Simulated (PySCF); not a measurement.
# The bond of InS, level by level

The task here is to estimate one member of a computed series from the others.

Program: PySCF 2.14.0. Level of theory: In x2c-TZVPPall, S x2c-TZVPPall, spin-free X2C with a Gaussian nucleus. These are calculated values, not measurements.

The first run:

Settings of the job:

```json
{
  "atoms": "In, S",
  "charge": "0",
  "basis": "In x2c-TZVPPall, S x2c-TZVPPall",
  "Hamiltonian": "spin-free X2C with a Gaussian nucleus",
  "basis functions": "102",
  "electrons treated": "65",
  "masses in u": "114.9039, 31.9721",
  "levels": "PBE0, PBE, r²SCAN, r²SCANh, TPSS, M06, BLYP, HSE06, HF, MP2, SCS-MP2, CCSD, CCSD(T)",
  "grid": "80 radial by 434 angular points",
  "occupations": "held fixed by the projection of orbital angular momentum",
  "dissociation limit": "In + S, each in its ground configuration",
  "starting distance in angstrom": "2.375",
  "values of 2S to try": "1, 3"
}
```

Run with:

```sh
$ OMP_NUM_THREADS=2 python dia.py task.json out
```

Among the steps run: Input; First curve: PBE0; Other states along the same grid; PBE; r²SCAN (meta-GGA); r²SCANh (hybrid meta-GGA); TPSS (meta-GGA); M06 (hybrid meta-GGA); BLYP; HSE06; ROHF (mean field); MP2 and coupled cluster.

One of the session's tables, all rows but one given; the rest of the session is left out.

Differences from CCSD(T) in the same basis:

```
    level  Re (mÅ)  ωe (%)
ROHF-CCSD      +16    -7.2
      PBE      +10    -3.3
     BLYP      +48   -10.6
     TPSS       +5    -2.5
   r²SCAN      -11    +0.5
  r²SCANh      -14    +0.3
     PBE0        ?       ?
      M06      +40   -11.8
    HSE06       -1    -2.6
```

**Question.** Estimate the row for PBE0.

The run gave: Re (mÅ): -6; ωe (%): -1.5. In the column «Re (mÅ)» it lies between r²SCAN (-11) and HSE06 (-1).
